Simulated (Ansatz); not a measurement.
What does this script print? It uses Ansatz 0.2.0 through its Python package.

`cuau_cuau.cif`
```cif
data_CuAu
_cell_length_a 4.570726
_cell_length_b 4.570726
_cell_length_c 4.570726
_cell_angle_alpha 36.80823
_cell_angle_beta 36.80823
_cell_angle_gamma 36.80823
_symmetry_space_group_name_H-M 'P 1'
_symmetry_Int_Tables_number 1
loop_
_symmetry_equiv_pos_as_xyz
'x, y, z'
loop_
_atom_site_label
_atom_site_type_symbol
_atom_site_fract_x
_atom_site_fract_y
_atom_site_fract_z
Cu1 Cu    0.500000    0.500000    0.500000
Au2 Au    0.000000    0.000000    0.000000
```

The script reads `cuau_cu.cif`:
```cif
data_Cu
_cell_length_a 2.556191
_cell_length_b 2.556191
_cell_length_c 2.556191
_cell_angle_alpha 60.00000
_cell_angle_beta 60.00000
_cell_angle_gamma 60.00000
_symmetry_space_group_name_H-M 'P 1'
_symmetry_Int_Tables_number 1
loop_
_symmetry_equiv_pos_as_xyz
'x, y, z'
loop_
_atom_site_label
_atom_site_type_symbol
_atom_site_fract_x
_atom_site_fract_y
_atom_site_fract_z
Cu1 Cu    0.000000    0.000000    0.000000
```

Input file `cuau_au.cif`:
```cif
data_Au
_cell_length_a 2.877925
_cell_length_b 2.877925
_cell_length_c 2.877925
_cell_angle_alpha 60.00000
_cell_angle_beta 60.00000
_cell_angle_gamma 60.00000
_symmetry_space_group_name_H-M 'P 1'
_symmetry_Int_Tables_number 1
loop_
_symmetry_equiv_pos_as_xyz
'x, y, z'
loop_
_atom_site_label
_atom_site_type_symbol
_atom_site_fract_x
_atom_site_fract_y
_atom_site_fract_z
Au1 Au    0.000000    0.000000    0.000000
```

`cuau.py`:
```python
# -*- coding: utf-8 -*-
'''Formation energy of CuAu from the elements, after relaxing cells and atoms.'''

from collections import Counter

import ansatz
from ase.io import read
import numpy as np

CUTOFF_EV = 500
KSPACING = 0.33
FILLING = 'gaussian'
SIGMA = 0.1


def run_phase(name, crystal):
    calc = (
        crystal.calculation()
        .functional(ansatz.Functional.PBESOL)
        .basis(CUTOFF_EV)
        .kpoints(spacing=KSPACING)
        .occupations(FILLING, width=SIGMA)
        .stress()
    )
    calc = calc.relax(force_tolerance=0.02, cell=True)
    return calc.run(threads=1, backend='cpu')


def counts(outcome):
    return Counter(site.symbol for site in outcome.lattice.sites)

def formation_energy(outcome, mu):
    n = counts(outcome)
    return (outcome.report['energy_sigma0_ev'] - sum(k * mu[element] for element, k in n.items())) / sum(n.values())


def volume_per_atom(outcome):
    return abs(np.linalg.det(outcome.lattice.cell_ang)) / len(outcome.lattice.sites)


def main():
    phases = {}
    atoms = read('cuau_cuau.cif')
    cuau = ansatz.Crystal.from_ase(atoms)
    phases['CuAu'] = cuau
    atoms = read('cuau_cu.cif')
    cu = ansatz.Crystal.from_ase(atoms)
    phases['Cu'] = cu
    atoms = read('cuau_au.cif')
    au = ansatz.Crystal.from_ase(atoms)
    phases['Au'] = au

    done = {}
    for name, crystal in phases.items():
        done[name] = run_phase(name, crystal)
        print(f'{name}: {done[name].report["energy_sigma0_ev"]:.4f} eV, {len(done[name].lattice.sites)} atoms')

    # energy of one atom in its reference phase
    references = {'Cu': 'Cu', 'Au': 'Au'}
    mu = {element: done[name].report['energy_sigma0_ev'] / len(done[name].lattice.sites) for element, name in references.items()}

    target = done['CuAu']
    heat = formation_energy(target, mu)
    n = counts(target)
    print('cell content:', dict(n), ' volume', round(volume_per_atom(target), 3), 'A^3/atom')
    print('formation energy', round(heat, 4), 'eV/atom,', round(heat * sum(n.values()), 4), 'eV per cell')
    print('bound against the elements' if heat < 0 else 'unbound against the elements')


if __name__ == '__main__':
    main()
```

```console
$ python cuau.py
CuAu: -19595.8103 eV, 2 atoms
Cu: -6588.7603 eV, 1 atoms
Au: -13007.1247 eV, 1 atoms
cell content: {<Element.CU: 'Cu'>: 1, <Element.AU: 'Au'>: 1}  volume 14.54 A^3/atom
formation energy 0.0374 eV/atom, 0.0747 eV per cell
unbound against the elements
```

What to keep in mind:
- Total energies depend on the potentials; only differences at equal settings carry meaning.
- Spin is left out of this run.
- Spin-orbit coupling, which matters for elements this heavy, is left out.
- The cells come from databases of deposited and of computed structures, and not all need be stable phases.
- The compound is the structure given, not necessarily its lowest; energies are at zero temperature, with no correction for gases. A semilocal functional's error on such energies is often 0.05 to 0.1 eV an atom, and 0.1 to 0.3 eV against gases such as O2 or F2.
- Wall time of the script: 18 s on 1 thread of Arm Neoverse V2, on a shared host, peak memory 0.48 GiB.

(A comment or docstring line of the script was reworded after the run, the code is as it ran; lines on the test bed's own set-up are left out of the output.)
